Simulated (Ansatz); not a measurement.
A nudged elastic band was laid between two geometries of a periodic cell of 24 atoms, Si$_{16}$SbH$_{7}$ (surface Si(111), H-covered but for one site, underside capped with H, adsorbate Sb).

Theory: DFT PBE-D3(BJ), scalar-relativistic, plane waves, PAW (Ansatz 0.2.0). Settings: PAW set soft_1, cutoff 420 eV, k mesh 2x2x1, gaussian smearing 0.05 eV, no spin polarisation.

```yaml
movable_images: 5
climbing_image: yes
spring: 2.0 to 10.0 eV/Å², energy-weighted
optimiser: quadratic models (default)
start_path: IDPP
force_threshold: 0.05 eV/Å
iteration_limit: 70
end_points: relaxed
atoms_held: 1 to 8
```

Image 0:

```xyz
24
Lattice="7.6792 0.0000 0.0000 3.8396 6.6504 0.0000 0.0000 0.0000 18.8688" Properties=species:S:1:pos:R:3
H 1.920 1.108 1.000
H 5.759 1.108 1.000
H 3.840 4.434 1.000
H 7.679 4.434 1.000
Si 1.920 1.108 2.500
Si 5.759 1.108 2.500
Si 3.840 4.434 2.500
Si 7.679 4.434 2.500
Si -0.004 2.224 3.217
Si 3.838 2.216 3.265
Si 1.921 5.544 3.306
Si 5.762 5.535 3.217
Si -0.020 2.251 5.535
Si 3.824 2.207 5.615
Si 1.913 5.539 5.708
Si 5.780 5.503 5.536
Si 0.104 0.058 6.252
Si 3.788 -0.005 6.376
Si 1.892 3.283 6.376
Si 5.744 3.313 6.360
H 3.595 -0.008 7.863
H 1.792 3.118 7.864
H 5.802 3.342 7.859
Sb 2.789 6.040 8.320
```

Image 6:

```xyz
24
Lattice="7.6792 0.0000 0.0000 3.8396 6.6504 0.0000 0.0000 0.0000 18.8688" Properties=species:S:1:pos:R:3
H 1.920 1.108 1.000
H 5.759 1.108 1.000
H 3.840 4.434 1.000
H 7.679 4.434 1.000
Si 1.920 1.108 2.500
Si 5.759 1.108 2.500
Si 3.840 4.434 2.500
Si 7.679 4.434 2.500
Si -0.016 2.209 3.347
Si 3.841 2.220 3.236
Si 1.918 5.540 3.252
Si 5.772 5.547 3.193
Si 0.011 2.161 5.779
Si 3.828 2.244 5.569
Si 1.922 5.539 5.588
Si 5.794 5.608 5.503
Si 0.022 -0.133 6.449
Si 3.868 0.036 6.330
Si 1.931 3.342 6.401
Si 5.726 3.418 6.298
H 3.875 0.062 7.827
H 2.013 3.362 7.898
H 4.979 3.585 7.773
Sb 4.730 5.334 8.607
```

Task: Which bonds break or form, and what moves?

Result: Contacts lost: Si15–Sb24. Contacts made: H23–Sb24. The atom that moves furthest is Sb24, by 2.09 Å; four of its nearest neighbours are Si17 2.46, Si15 2.80, H22 3.12, H21 3.13 Å at the first end and H23 1.95, Si17 2.61, Si20 3.16, Si16 3.29 Å at the last.

Task: Give the energies along the band, and the barrier.

Result: The forces met the threshold. The highest image is number 6 of 0 to 6, 0.30 eV above the first end and 0.00 eV above the last; the last end lies 0.30 eV above the first. The highest image is an end point: on this band no image between the ends rises above it. Between wells the path still climbs a hump at image 2, 0.17 eV above the well before it. Limits of this set-up: coarse k mesh, thin slab, slab without dipole correction.

```csv
image,path coordinate (Å),energy (eV),Si15–Sb24 (Å),H23–Sb24 (Å)
0,0.00,0.00,2.80,4.06
1,0.79,0.16,3.46,3.96
2,1.59,0.17,4.06,3.96
3,2.38,0.12,4.13,3.37
4,3.17,0.12,4.00,2.59
5,3.97,0.30,4.13,1.97
6,4.01,0.30,4.13,1.95
```

The band took 21 iterations and about 60 core-minutes.

Run time: 32 min on 2 threads of Arm Neoverse V1 (shared host), peak memory 2.2 GiB.
